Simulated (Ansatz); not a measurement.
# MoN (sextet): wave-function methods side by side, def2-QZVPP

One table from this session's results is given with a row withheld; the runs are named, their logs left out.

Method: def2-QZVPP, core rule «outside noble gas», up to 5 orbitals frozen; program: Ansatz 0.2.0, Gaussian basis.

To be run: UHF; ROHF; CCSD(T) on UHF.

2 further runs of the same task are left out: 2 set aside as unsound or not needed.

**The system**

The geometry is a PBE0/def2-TZVP stationary point (not a proven minimum). No spin-orbit coupling is included. Elements past krypton take def2 core potentials.

2 atoms, charge 0, spin multiplicity 6.

Atoms are counted from 1 here; the program's logs count them from 0.

Bond lengths: Mo1–N2 1.834 Å.

The first run:

in.yaml reads:

```yaml
crystal:
  periodic: [false, false, false]
  atoms:
    - {symbol: Mo, position_ang: [0.000000, 0.000000, 0.000000]}
    - {symbol: N, position_ang: [0.000000, 0.000000, 1.833800]}
basis:
  gaussian: {orbitals: "def2-QZVPP.json"}
magnetization: {spin_polarized: true, initial_magnetization: 5}
hamiltonian: {xc: hf}
output: {orbitals: {seedname: orbitals}}
```

The run is started by

```sh
> ansatz run in.yaml --threads 1 --pin off --events-out ev --progress --plain --max-ram 4096MiB --backend cpu
```

Steps of the session up to this table: UHF; ROHF; CCSD(T) on UHF.

One table of the session follows, with a row left open; its other results are not shown here.

```
  method  from UCCSD(T) (meV)
    ROHF             +10073.3
     UHF              +9063.0
    UMP2              +1753.8
   UCCSD                    ?
UCCSD(T)                    0
```

Estimate the missing values for UCCSD.

The run gave: from UCCSD(T) (meV): +612.0. In the column «from UCCSD(T) (meV)» it lies between UCCSD(T) (0) and UMP2 (+1753.8).

Caveats from the session: The determinant is far from a pure spin state, so its energy mixes those of several spin states (harmless only where they are near-degenerate, as at dissociation).
